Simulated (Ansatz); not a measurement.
# CH4ClGe radical: small, medium and large basis sets

One table from this session's results is given with a row withheld; the runs are named, their logs left out.

Program: Ansatz 0.2.0, Gaussian basis. Level of theory: one geometry, several basis sets. These are calculated values, not measurements.

The runs, in order: PBE0-D4/def2-SVP; ωB97M-V/def2-SVP; PBE0-D4/def2-QZVPP; ωB97M-V/def2-QZVPP; the functionals' def2-TZVPP values are taken from earlier runs.

### Structure used throughout

All runs share one geometry, relaxed beforehand with PBE0-D4 in a triple-zeta def2 set.

SMILES `[CH3][GeH][Cl]`, 7 atoms, charge 0, spin multiplicity 2.

Atoms are counted from 1 here; the program's logs count them from 0.

Bond lengths: C1–Ge2 1.957 Å, C1–H4 1.092 Å, C1–H5 1.089 Å, C1–H6 1.091 Å, Ge2–Cl3 2.169 Å, Ge2–H7 1.553 Å. Angles: Ge2–C1–H4 108.6°, Ge2–C1–H5 110.0°, Ge2–C1–H6 109.7°, H4–C1–H5 109.4°, H4–C1–H6 109.5°, H5–C1–H6 109.6°, C1–Ge2–Cl3 107.0°, C1–Ge2–H7 112.6°, Cl3–Ge2–H7 105.6°.

Set-up of the first run:

Contents of in.yaml:

```yaml
crystal:
  periodic: [false, false, false]
  atoms:
    - {symbol: C, position_ang: [-0.733126, 0.438448, -0.261882]}
    - {symbol: Ge, position_ang: [0.705405, -0.885483, -0.183130]}
    - {symbol: Cl, position_ang: [1.016989, -1.361744, 1.909462]}
    - {symbol: H, position_ang: [-0.433410, 1.314452, 0.317323]}
    - {symbol: H, position_ang: [-1.646194, 0.021373, 0.160827]}
    - {symbol: H, position_ang: [-0.909942, 0.729411, -1.298171]}
    - {symbol: H, position_ang: [2.061380, -0.324457, -0.690131]}
basis:
  gaussian: {orbitals: def2-SVP}
magnetization: {spin_polarized: true, initial_magnetization: 1}
hamiltonian: {xc: pbe0, dispersion: d4}
output: {orbitals: {seedname: orbitals}}
```

Steps of the session up to this table: PBE0-D4 in def2-SVP; ωB97M-V in def2-SVP; PBE0-D4 in def2-QZVPP; ωB97M-V in def2-QZVPP.

One table of the session follows, with a row left open; its other results are not shown here.

It belongs to the step «Functionals by basis». 

```
functional       basis  HOMO (eV)  LUMO (eV)
   PBE0-D4    def2-SVP      -6.18      -2.86
   PBE0-D4  def2-TZVPP      -6.28      -2.93
   PBE0-D4  def2-QZVPP      -6.30      -2.98
   ωB97M-V    def2-SVP          ?          ?
   ωB97M-V  def2-TZVPP      -8.25      -1.14
   ωB97M-V  def2-QZVPP      -8.29      -1.24
```

**Question.** Estimate the row for ωB97M-V, def2-SVP.

The run gave: HOMO (eV): -8.13; LUMO (eV): -1.01. In the column «HOMO (eV)» it lies between ωB97M-V, def2-TZVPP (-8.25) and PBE0-D4, def2-QZVPP (-6.30).
